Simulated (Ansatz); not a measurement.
**Rb3Ba in Ansatz: the effect of target pressure**

Rb3Ba:

```
Ba Rb
1.0
    -3.37146    3.37146    7.37135
     3.37146   -3.37146    7.37135
     3.37146    3.37146   -7.37135
Ba Rb
1 3
Direct
  0.00000 0.00000 0.00000
  0.50000 0.50000 0.00000
  0.25000 0.75000 0.50000
  0.75000 0.25000 0.50000
```

The cell comes from a database or a generator and needn't be the stable form of this composition.

Alike in all runs:

```yaml
Program: Ansatz 0.2.0
Task: relaxation of cell and atoms
Functional: PBEsol
Potentials_or_basis: Ansatz PAW
Cutoff: "420 eV (not typed: the program's choice for these potentials)"
k_mesh: 6 × 6 × 6
Occupations: fermi-dirac, width 0.05 eV
Spin: no spin polarisation
```

Each run relaxes the cell or the atoms first.

| target pressure | relaxed volume (Å³/atom) |
| --- | --- |
| 0 GPa | 77.78 |
| 2 GPa | 57.60 |
| 5 GPa | 45.31 |
| 10 GPa | 35.71 |
| 20 GPa | 25.70 |
| 30 GPa | ? |

**Question.** What does the run with target pressure 30 GPa give?

**Answer.** Relaxed volume 21.33 Å³/atom.

Worked out: A parabola through the other rows of the relaxed volume, of slope 4.85 Å³/atom per GPa there, extrapolates to 56.92 Å³/atom, against the run's 21.33. The fit is too stiff a form for this range.

Caveats: the plane-wave basis is chosen anew once the cell has moved, so the energies of steps on either side of that aren't comparable; the PAW data sets come from PBE, with cores solved anew for the run's functional, which leaves a small shift of forces and pressure; the volume moved by over 15 % at a fixed basis, so the end points are rough (some runs).
